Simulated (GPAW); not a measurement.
Wanted: an ASE script for a GPAW 26.7.0 run.

* Task: band structure
* Functional: PBE
* Potentials or basis: GPAW PAW data sets (gpaw-data 1.2.1)
* Cutoff: 600 eV
* Basis: pw
* k mesh: 9 × 9 × 9
* Occupations: fermi-dirac, width 0.05 eV
* Spin: no spin polarisation
* Hubbard terms: W d U = 3 eV
* Maxiter: 150
* Band path: GXMGRX,MR
* Band points: 60

The structure of WS lies in POSCAR:

```
WS
1.0
    3.0078900000      0.0000000000      0.0000000000
    0.0000000000      3.0078900000      0.0000000000
    0.0000000000      0.0000000000      3.0078900000
W S
1 1
Direct
    0.5000000000      0.5000000000      0.5000000000
    0.0000000000      0.0000000000      0.0000000000
```

The cell was built by a generator and needn't be a form met in nature.

One way to write it, as run:

run.py

```python
from ase.dft.bandgap import bandgap
from ase.io import read, write
from ase.units import GPa
from gpaw import GPAW, PW

atoms = read('POSCAR')

calc = GPAW(mode=PW(600),
            xc='PBE',
            kpts={'size': (9, 9, 9), 'gamma': True},
            occupations={'name': 'fermi-dirac', 'width': 0.05},
            setups={'W': ':d,3.0'},
            nbands=20,
            convergence={'density': 1e-05, 'energy': 1e-05},
            maxiter=150,
            txt='gpaw.txt')
atoms.calc = calc
energy = atoms.get_potential_energy()
forces = atoms.get_forces()
stress = atoms.get_stress()
calc.write('gs.gpw')
write('result.traj', atoms)
print(f'Energy: {energy:.6f} eV')
print('Forces (eV/A):')
print(forces.round(4))
print('Stress (GPa):', (stress / GPa).round(3))
print('Fermi level:', round(calc.get_fermi_level(), 4), 'eV')
print(f'Gap: {bandgap(calc)[0]:.4f} eV, direct: {bandgap(calc, direct=True)[0]:.4f} eV')

path = atoms.cell.bandpath('GXMGRX,MR', npoints=60, eps=1e-4)
bs_calc = calc.fixed_density(kpts=path, symmetry='off', nbands=30,
                             convergence={'bands': 'CBM+6.0', 'eigenstates': 1e-6}, txt='bands.txt')
bs = bs_calc.band_structure()
bs.write('bs.json')
print(f'Gap on the path: {bandgap(bs_calc)[0]:.4f} eV')
```

Potentials or basis: GPAW PAW data sets (gpaw-data 1.2.1), pw.

The run is started by

```console
$ OMP_NUM_THREADS=1 python run.py
```

Results of the run:

```yaml
Pressure: 2.2 GPa
Band_gap_along_the_path: none (metal or under the smearing width)
```

Caveat: spin-orbit coupling is left out, which moves the levels of the heavy elements; U without spin polarisation on a metal has little footing.

Wall time 12 s on 1 thread of AMD EPYC 9R45 96-Core Processor (Zen 5), on a shared host, peak memory 0.2 GiB.
